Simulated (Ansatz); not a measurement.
# FH4N2SV: basis-set convergence

An exercise on one series of results from a longer session: the logs are not shown, and one member is left open.

Program: Ansatz 0.2.0, Gaussian basis. Level of theory: one geometry, several basis sets. These are calculated values, not measurements.

Levels to be run: PBE0-D4/def2-SVP; ωB97M-V/def2-SVP; PBE0-D4/def2-QZVPP; ωB97M-V/def2-QZVPP; the functionals' def2-TZVPP values are taken from earlier runs.

## Structure used throughout

The geometry comes from an earlier relaxation with PBE0-D4 in a triple-zeta def2 set; it is a stationary point, not always the lowest conformer.

SMILES `[NH2][V]([NH2])([F])=[S]`, 9 atoms, charge 0, spin multiplicity 1.

Atoms are counted from 1 here; the program's logs count them from 0.

Bond lengths: N1–V2 1.814 Å, N1–H6 1.012 Å, N1–H7 1.008 Å, V2–N3 1.814 Å, V2–F4 1.743 Å, V2–S5 1.996 Å, N3–H8 1.008 Å, N3–H9 1.012 Å. Angles: V2–N1–H6 121.8°, V2–N1–H7 126.2°, H6–N1–H7 111.9°, N1–V2–N3 111.6°, N1–V2–F4 108.1°, N1–V2–S5 107.6°, N3–V2–F4 108.0°, N3–V2–S5 107.7°, F4–V2–S5 113.9°, V2–N3–H8 126.3°, V2–N3–H9 121.6°, H8–N3–H9 111.9°.

As a file:

```
N    -1.1894    0.7847   -0.6011
V     0.4158   -0.0471   -0.4551
N     0.6292   -0.8047    1.1787
F     0.4787   -1.3148   -1.6498
S     1.8364    1.3387   -0.6698
H    -2.0598    0.2948   -0.4402
H    -1.3373    1.7670   -0.7709
H     1.3348   -0.5693    1.8585
H    -0.0199   -1.4956    1.5324
```

The first run:

Contents of in.yaml:

```yaml
crystal:
  periodic: [false, false, false]
  atoms:
    - {symbol: N, position_ang: [-1.189410, 0.784748, -0.601054]}
    - {symbol: V, position_ang: [0.415843, -0.047094, -0.455063]}
    - {symbol: N, position_ang: [0.629171, -0.804730, 1.178734]}
    - {symbol: F, position_ang: [0.478743, -1.314807, -1.649790]}
    - {symbol: S, position_ang: [1.836362, 1.338748, -0.669831]}
    - {symbol: H, position_ang: [-2.059781, 0.294753, -0.440173]}
    - {symbol: H, position_ang: [-1.337338, 1.767000, -0.770935]}
    - {symbol: H, position_ang: [1.334847, -0.569341, 1.858532]}
    - {symbol: H, position_ang: [-0.019936, -1.495578, 1.532379]}
basis:
  gaussian: {orbitals: def2-SVP}
hamiltonian: {xc: pbe0, dispersion: d4}
output: {orbitals: {seedname: orbitals}}
```

Among the steps run: PBE0-D4 in def2-SVP; ωB97M-V in def2-SVP; PBE0-D4 in def2-QZVPP; ωB97M-V in def2-QZVPP.

One table of the session follows, with a row left open; its other results are not shown here.

It belongs to the step «Density functionals: the series». 

```
functional       basis  HOMO (eV)  LUMO (eV)
   PBE0-D4    def2-SVP          ?          ?
   PBE0-D4  def2-TZVPP      -7.78      -2.68
   PBE0-D4  def2-QZVPP      -7.81      -2.71
   ωB97M-V    def2-SVP      -9.78      -0.33
   ωB97M-V  def2-TZVPP     -10.03      -0.53
   ωB97M-V  def2-QZVPP     -10.07      -0.60
```

Estimate the missing values for PBE0-D4, def2-SVP.

The run gave: HOMO (eV): -7.54; LUMO (eV): -2.53. In the column «HOMO (eV)» it is the highest.
